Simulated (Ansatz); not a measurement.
**Hf (P6_3/mmc): compression over a wide range**

An exercise on one series of results from a longer session: the logs are not shown, and one member is left open.

Method: DFT r²SCAN, scalar-relativistic, plane waves, PAW, in Ansatz 0.2.0.

### The system as given

The structure is hexagonal, space group P6_3/mmc (No. 194). The conventional cell has a = 3.198 Å, b = 3.198 Å, c = 5.051 Å, α = 90.00°, β = 90.00°, γ = 120.00°. Hf (site symmetry -6m2) has 12 Hf at 3.13 to 3.20 Å as nearest neighbours.

Structure file:

```
Hf
1.0
     3.19788    0.00000    0.00000
    -1.59894    2.76945    0.00000
     0.00000    0.00000    5.05095
Hf
2
Direct
  0.33333 0.66667 0.25000
  0.66667 0.33333 0.75000
```

This cell comes from an earlier session at r²SCAN: 22.366 Å³/atom at 0.00 GPa, on a 16×16×10 mesh.

Set-up of the first run:

input.yaml reads:

```yaml
crystal:
  lattice:
    - [3.1546607501, 0.0, 0.0]
    - [-1.5773303751, 2.7320163499, 0.0]
    - [0.0, 0.0, 4.98268336]
  atoms:
    - { symbol: Hf, position: [0.3333333333, 0.6666666667, 0.25] }
    - { symbol: Hf, position: [0.6666666667, 0.3333333333, 0.75] }
basis:
  ecutwfc: 500
  ecutrho_ratio: 4
kpoints:
  mp_grid: { grid: [16, 16, 10] }
hamiltonian:
  xc: r2scan
scf:
  occupations: { method: gaussian, width: 0.05 }
output:
  forces: true
  stress: true
  eigenvalues: true
relax:
  f_tol: 0.01
  max_steps: 40
  cell: { stress_tol: 0.1, fix: [volume] }
```

Launch:

```console
$ ansatz run input.yaml --threads 1 --pin off --max-ram 2560MiB --backend cpu --events-out ev --progress --plain --runs-dir out
```

Among the steps run: Volume × 0.96; Volume × 1.04; Volume × 0.92; Volume × 0.88; Volume × 0.84; Volume × 0.8; Volume × 0.76; Volume × 0.72; Volume × 0.68; Volume × 0.64.

One table of the session follows, with a row left open; its other results are not shown here.

```
volume (Å³/atom)  energy above the lowest (meV/atom)  pressure (GPa)
          14.315                              1832.0            99.8
          15.209                              1336.5            78.5
          16.104                               948.9            61.0
          16.999                                   ?               ?
          17.893                               419.8            35.3
          18.788                               250.7            25.5
          19.683                               132.1            17.2
          20.577                                55.3            10.5
          21.472                                13.3             4.8
          22.366                                 0.0             0.0
          23.261                                11.7            -4.1
```

Estimate the missing values for volume (Å³/atom) = 16.999.

Worked estimate for «energy above the lowest (meV/atom)». A straight line through the neighbours (16.104, 948.9) and (17.893, 419.8) gives 948.9 + (419.8 − 948.9) × (16.999 − 16.104) / (17.893 − 16.104) = 684.2; a parabola fitted to 4 rows on both sides gives 647.8.

**Answer.** energy above the lowest (meV/atom): 648.8; pressure (GPa): 47.0. In «energy above the lowest (meV/atom)» the line misses by +35.4 and the parabola by -1.0.

To keep in mind: The k mesh is not the same at all volumes. Other structures may be lower in enthalpy at these pressures.
